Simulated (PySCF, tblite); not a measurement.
# BH₄O₄−, a fragment of a glass network (monomer): NMR shifts, core binding energies and electronic excitations

Wanted: the NMR shifts, core binding energies and electronic excitations for `O[B-](O)(O)O`. It is drawn as: B4, H ends, O bridges.

Programs: tblite 0.8.0 and PySCF 2.14.0. All values are calculated, for the isolated system unless a continuum is named. Atoms count from 0, parts from 1.

## (1) Starting point

9 atoms, charge -1, multiplicity 1; geometry: distance geometry start.

## (2) Relaxing the cluster with GFN2-xTB

What the job is given:

```
{"job": {"kind": "relax", "xc": "GFN2-xTB", "basis": "xTB"}, "charge": -1, "multiplicity": 1}
O      0.710440     1.229977     0.102844
B     -0.034015    -0.009120    -0.030226
O      0.726651    -1.043023    -0.793690
O     -1.177817     0.341308    -0.897002
O     -0.512599    -0.541222     1.246885
H      1.655733     1.064506     0.393377
H      1.629355    -1.214784    -0.405625
H     -1.602839     1.193740    -0.605093
H     -1.391258    -1.015319     1.030104
```

Level: GFN2-xTB geometry optimisation, gas phase.

Started as:

```bash
$ OMP_NUM_THREADS=1 python cluster_run.py task.json out
```

This one command runs all jobs of the session in turn.

**Question.** The jobs that follow are: PBE0-D3(BJ)/def2-SVP geometry optimisation, gas phase; GIAO PBE0/aug-pcSseg-2 NMR shielding, non-relativistic, gas phase; delta-SCF UKS SCAN, aug-pcX-2 on the ionised atom, aug-pcseg-1 elsewhere, spin-free X2C; TDDFT CAM-B3LYP/def2-SVPD, vertical, gas phase, core orbitals frozen in the response. Predict: point group; rotational constants (main isotopes); shieldings of H, O, B (PBE0/aug-pcSseg-2, a mean where the table joins atoms); O1s binding energies, SCAN/aug-pcX-2; B1s binding energies, SCAN/aug-pcX-2; lowest singlet (CAM-B3LYP/def2-SVPD); brightest single state of those computed; lowest triplet; vertical ionisation energy (ΔSCF).

As calculated:

| quantity | value |
| --- | --- |
| point group | S4 |
| rotational constants (main isotopes) | 5.07, 5.07, 4.59 GHz |
| shieldings of H, O, B (PBE0/aug-pcSseg-2, a mean where the table joins atoms) | H5 31.9, O0 260.7, B1 97.3 ppm |
| O1s binding energies, SCAN/aug-pcX-2 | O0 532.24 eV |
| B1s binding energies, SCAN/aug-pcX-2 | B1 191.70 eV |
| lowest singlet (CAM-B3LYP/def2-SVPD) | 5.67 eV (219 nm), f = 0.014 |
| brightest single state of those computed | state 3, 6.27 eV, f = 0.128 |
| lowest triplet | 5.54 eV |
| vertical ionisation energy (ΔSCF) | 4.88 eV |

**Reading.** The start of the PBE0/def2-SVP relaxation was shaken at random by about 0.01 Å, so part of the energy gained, and of the first lengths quoted, undoes that. Over 8 steps the energy fell by 0.091 eV; of the close pairs, O0–H5 changed most, 0.927 to 0.961 Å (PBE0/def2-SVP). No frequency check was run at this level, so the end point may be a saddle. At PBE0/aug-pcSseg-2: The largest span, 99 ppm, is at O0, O2, O3, O4, where the paramagnetic term is -136 ppm. The lowest singlet, at 5.67 eV, is HOMO→LUMO 0.90 and is weak; of the 6 states computed, the strongest absorption comes from state 3 at 6.27 eV. The lowest triplet lies 0.13 eV below the lowest singlet (triplets in Tamm-Dancoff, singlets in full TDDFT). In the gas-phase run even the lowest singlet lies above the computed detachment energy of this anion, so its states are not to be taken as bound. At CAM-B3LYP/def2-SVPD, all states lie near or above the ionisation energy, where they hang on the basis. The orbital energy would give 3.92 eV for ionisation, ΔSCF gives 4.88 eV.
